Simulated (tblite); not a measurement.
# C2H14BNSi3: the cost of one run

Programs: tblite 0.8.0 and PySCF 2.14.0, with density-fitted response routines of our own. Each step states its level of theory. These are calculated values for one molecule in the gas phase, unless marked as measured. Atoms are numbered from 0 throughout.

**1. The starting structure**

21 atoms, charge 0, multiplicity 1; geometry from: force field or distance geometry start.

Bonds of the start (Å): C0–B1 1.59, B1–Si2 1.96, Si2–N3 1.77, Si2–Si4 2.22, Si4–Si5 2.24, Si5–C6 1.86, C0–H7 1.12, C0–H8 1.10, C0–H9 1.11, B1–H10 1.20, Si2–H11 1.46, N3–H12 1.07, N3–H13 1.05, Si4–H14 1.49, Si4–H15 1.46, Si5–H16 1.49, Si5–H17 1.46, C6–H18 1.09, C6–H19 1.12, C6–H20 1.13.

**2. Relaxing the molecule with GFN2-xTB**

What the job is given:

```
{"job": {"kind": "relax", "xc": "GFN2-xTB", "basis": "xTB"}, "charge": 0, "multiplicity": 1}
C     -2.927600     1.486300     0.032400
B     -2.788000    -0.088800     0.161800
Si    -1.051900    -0.796800    -0.419800
N     -1.102000    -2.548500    -0.207100
Si     0.473500     0.228300     0.822300
Si     2.301400     0.770000    -0.350800
C      3.758900    -0.297700     0.087500
H     -2.120200     1.941200     0.667900
H     -2.752800     1.796400    -1.012600
H     -3.927900     1.784000     0.416600
H     -3.199700    -0.549900     1.190200
H     -0.965200    -0.488700    -1.848200
H     -1.571400    -2.789300     0.727800
H     -1.713000    -2.940800    -0.966000
H     -0.126400     1.526600     1.239300
H      0.803100    -0.486900     2.056500
H      2.689900     2.159600     0.013700
H      1.997400     0.769400    -1.775500
H      3.672000    -1.263800    -0.420000
H      4.671000     0.207500    -0.310300
H      3.869900    -0.401100     1.203300
```

On the command line:

```bash
$ OMP_NUM_THREADS=1 python probes_run.py task.json out
```

One launch serves the whole session: the jobs run in the order shown.

Q: Estimate the wall time and peak memory of this first job on 1 thread of Intel Xeon at 2.50GHz, shared host.

About 6.4 s, with a peak of 0.18 GiB.
